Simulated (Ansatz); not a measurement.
A run of Ansatz 0.2.0 is set up as follows.

Contents of input.yaml:

```yaml
crystal:
  lattice:
    - [3.950777, 0.0, 0.0]
    - [0.0, 3.950777, 0.0]
    - [0.0, 0.0, 4.987089]
  atoms:
    - { symbol: Mg, position: [0.0, 0.0, 0.5] }
    - { symbol: Mg, position: [0.5, 0.5, 0.0] }
    - { symbol: C, position: [0.387655, 0.612345, 0.5] }
    - { symbol: C, position: [0.112345, 0.112345, 0.0] }
    - { symbol: C, position: [0.612345, 0.387655, 0.5] }
    - { symbol: C, position: [0.887655, 0.887655, 0.0] }
hamiltonian:
  xc: lda
  pseudopotentials: { kind: paw }
kpoints:
  mp_grid: { grid: [5, 5, 5] }
scf:
  occupations: { method: fermi_dirac, width: 0.05 }
output:
  forces: true
  stress: true
  eigenvalues: true
relax:
  f_tol: 0.01
  max_steps: 40
  cell: { stress_tol: 0.05, p_target: 5.0 }
```

Potentials or basis: Ansatz PAW.

Command:

```sh
$ ansatz run input.yaml --threads 2 --pin off --max-ram 5632MiB --backend cpu --events-out ev --progress --plain --runs-dir out
```

Question: Estimate the relaxed cell.

Answer: a = 3.834 Å, b = 3.834 Å, c = 4.713 Å, α = 90.00°, β = 90.00°, γ = 90.00°.

Question: Predict the band gap on the k mesh.

Answer: 2.12 eV, indirect (least direct gap 2.44 eV).

Final structure:
```yaml
crystal:
  lattice:
    - [3.83421, 0.00000, 0.00000]
    - [0.00000, 3.83421, 0.00000]
    - [0.00000, 0.00000, 4.71343]
  atoms:
    - { symbol: Mg, position: [0.00000, 0.00000, 0.50000] }
    - { symbol: Mg, position: [0.50000, 0.50000, 0.00000] }
    - { symbol: C, position: [0.38562, 0.61438, 0.50000] }
    - { symbol: C, position: [0.11438, 0.11438, 0.00000] }
    - { symbol: C, position: [0.61438, 0.38562, 0.50000] }
    - { symbol: C, position: [0.88562, 0.88562, 0.00000] }
```

Caveat: odd divisions of the mesh miss points on the zone boundary, where band edges often lie, so the gap on the mesh can be too wide; the plane-wave basis is chosen anew once the cell has moved, so the energies of steps on either side of that aren't comparable. A k mesh can miss the band edges.
